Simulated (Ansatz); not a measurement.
# C2H6BN: ionisation energy by level of theory

The task here is to estimate one member of a computed series from the others.

Computed with Ansatz 0.2.0, Gaussian basis. Level: unrestricted cation, the program's frozen cores in correlated methods.

Plan: UKS PBE-D4/def2-TZVPP; UKS r2SCAN-D4/def2-TZVPP; UKS PBE0-D4/def2-TZVPP; UKS B3LYP-D4/def2-TZVPP; UKS wB97X-V/def2-TZVPP; UKS wB97M-V/def2-TZVPP; UKS B2PLYP/def2-TZVPP; UHF-MP2/def2-TZVPP; UHF-MP2/def2-QZVPP; then −ε(HOMO) from the neutral's earlier runs with LDA (SPW92), PBE-D4, revPBE-D4, BLYP-D4, r2SCAN-D4, B97M-V, PBE0-D4, B3LYP-D4, r2SCANh-D4, r2SCAN0-D4, HSE06-D4, BHLYP-D4, CAM-B3LYP-D4, LC-ωPBE, ωB97X-V, ωB97M-V.

1 further run of the same task is left out (it didn't finish).

**The relaxed structure**

An earlier PBE0-D4 in a triple-zeta def2 set relaxation fixed the geometry.

SMILES `C=NBC`, 10 atoms, charge 0, spin multiplicity 1.

Atoms are counted from 1 here; the program's logs count them from 0.

Bond lengths: C1–N2 1.240 Å, C1–H5 1.095 Å, C1–H6 1.095 Å, N2–B3 1.359 Å, B3–C4 1.573 Å, B3–H7 1.202 Å, C4–H8 1.095 Å, C4–H9 1.091 Å, C4–H10 1.095 Å. Angles: N2–C1–H5 121.6°, N2–C1–H6 121.6°, H5–C1–H6 116.8°, C1–N2–B3 180.0°, N2–B3–C4 122.2°, N2–B3–H7 116.1°, C4–B3–H7 121.8°, B3–C4–H8 109.9°, B3–C4–H9 113.8°, B3–C4–H10 110.0°, H8–C4–H9 108.4°, H8–C4–H10 105.9°, H9–C4–H10 108.4°.

The first run:

The input, in.yaml:

```yaml
crystal:
  periodic: [false, false, false]
  atoms:
    - {symbol: C, position_ang: [-1.212075, 0.914999, -1.429798]}
    - {symbol: N, position_ang: [-0.383705, 0.214184, -0.829355]}
    - {symbol: B, position_ang: [0.523891, -0.554664, -0.172123]}
    - {symbol: C, position_ang: [0.741498, -0.449234, 1.382644]}
    - {symbol: H, position_ang: [-0.944003, 1.892269, -1.844364]}
    - {symbol: H, position_ang: [-2.246366, 0.585480, -1.572846]}
    - {symbol: H, position_ang: [1.153598, -1.323090, -0.848227]}
    - {symbol: H, position_ang: [0.561687, -1.422132, 1.851632]}
    - {symbol: H, position_ang: [0.102866, 0.291011, 1.867578]}
    - {symbol: H, position_ang: [1.785710, -0.200024, 1.597759]}
basis:
  gaussian: {orbitals: def2-TZVPP}
total_charge: 1
magnetization: {spin_polarized: true, initial_magnetization: 1}
hamiltonian: {xc: pbe, dispersion: d4}
```

Among the steps run: Cation, UKS PBE-D4/def2-TZVPP; Cation, UKS r2SCAN-D4/def2-TZVPP; Cation, UKS PBE0-D4/def2-TZVPP; Cation, UKS B3LYP-D4/def2-TZVPP; Cation, UKS wB97X-V/def2-TZVPP; Cation, UKS wB97M-V/def2-TZVPP; Cation, UKS B2PLYP (frozen core)/def2-TZVPP; Cation, UHF-MP2/def2-TZVPP; Cation, UHF-MP2/def2-QZVPP.

One table of the session follows, with a row left open; its other results are not shown here.

It belongs to the step «Ionisation energies side by side». Orbital estimates, from the neutral's runs:

```
  functional  −ε(HOMO) (eV)
 LDA (SPW92)           6.41
      PBE-D4           6.29
   revPBE-D4           6.24
     BLYP-D4           6.18
   r2SCAN-D4           6.49
      B97M-V           6.59
     PBE0-D4           7.58
    B3LYP-D4           7.37
  r2SCANh-D4              ?
  r2SCAN0-D4           7.73
    HSE06-D4           7.18
    BHLYP-D4           8.81
CAM-B3LYP-D4           8.98
     LC-ωPBE          10.33
     ωB97X-V           9.98
     ωB97M-V           9.90
```

**Question.** Estimate the row for r2SCANh-D4.

Worked estimate for «−ε(HOMO) (eV)». Against the share of exact exchange, r2SCAN-D4 (0, 6.49), r2SCAN0-D4 (0.25, 7.73) give a slope of 4.96 per unit share; at 0.1 the line stands at 6.99.

**Answer.** −ε(HOMO) (eV): 6.98. In «−ε(HOMO) (eV)» the line misses by +0.01.
